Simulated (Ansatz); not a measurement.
Cu, space group Fm-3m: relaxations under a series of pressures, run with Ansatz's Python interface.

`cu.py`
```python
"""Volume and enthalpy of Cu against pressure."""

import warnings

import ansatz as az
import numpy as np

def edges_and_angles(cell):
    cell = np.asarray(cell)
    a, b, c = np.linalg.norm(cell, axis=1)
    cosines = cell[1] @ cell[2] / (b * c), cell[0] @ cell[2] / (a * c), cell[0] @ cell[1] / (a * b)
    return (a, b, c, *np.degrees(np.arccos(cosines)))


def main() -> None:
    warnings.simplefilter("ignore", az.DeckWarning)

    structure = (
        az.Lattice.of((0.0, 1.8075, 1.8075), (1.8075, 0.0, 1.8075), (1.8075, 1.8075, 0.0))
        .atom("Cu", (0.0, 0.0, 0.0))
    )

    base = (
        structure.calculation()
        .functional(az.Functional.PBE)
        .basis(18 * az.Ha)
        .occupations("Gaussian", width=0.01)
        .kpoints(6)
    )

    # H = F + PV, with 1 GPa A^3 = 1/160.21766 eV
    rows = []
    for pressure in [0, 2, 4, 6, 8]:
        done = base.relax(cell=True, pressure=pressure, max_displacement=0.3).run(threads=1)
        cell = done.lattice.cell_ang
        n_atoms = len(done.lattice.sites)
        volume = abs(np.linalg.det(cell)) / n_atoms
        enthalpy = done.report["free_energy_ev"] / n_atoms + pressure * volume / 160.21766
        rows.append((pressure, volume, enthalpy, *edges_and_angles(cell)))
        print(f"{pressure} GPa done: {volume:.4f} A^3/atom")

    print(" P (GPa)  V (A^3/atom)  H (eV/atom)     a       b       c")
    for row in rows:
        print("{:8.1f} {:12.4f} {:14.5f} {:7.4f} {:7.4f} {:7.4f}".format(*row[:6]))
    p, v = np.array([row[0] for row in rows], float), np.array([row[1] for row in rows])
    print("mean bulk modulus between rows (GPa):", np.round(-np.diff(p) / np.diff(np.log(v)), 1))


if __name__ == "__main__":
    main()
```

Its results, one of them left out:

| P (GPa) | relaxed V (Å³/atom) |
| --- | --- |
| 0 | 12.045 |
| 2 | 11.879 |
| 4 | ? |
| 6 | 11.584 |
| 8 | 11.452 |

What volume does the cell relax to at 4 GPa?

Murnaghan's form V = V0 (1 + B' P / B0)^(-1/B') through the 4 rows shown gives V0 = 12.045 Å³, B0 = 139.5 GPa and B' = 4.96, and so 11.726 Å³ an atom at 4 GPa. The run gave 11.726 Å³, 0.00 % away.

These settings explore the input space; cutoff and mesh may be short of convergence. The run is spin-unpolarised. At a fixed pressure a relaxation lowers the enthalpy F + PV, while F alone can rise. For a metal this mesh is far too coarse, so the numbers only illustrate the procedure. Symmetry holds the cell in this phase, whether or not it is the stable one at each pressure. Run time: 7.2 s on 1 thread of Arm Neoverse V2, on a shared host, peak memory 0.34 GiB.
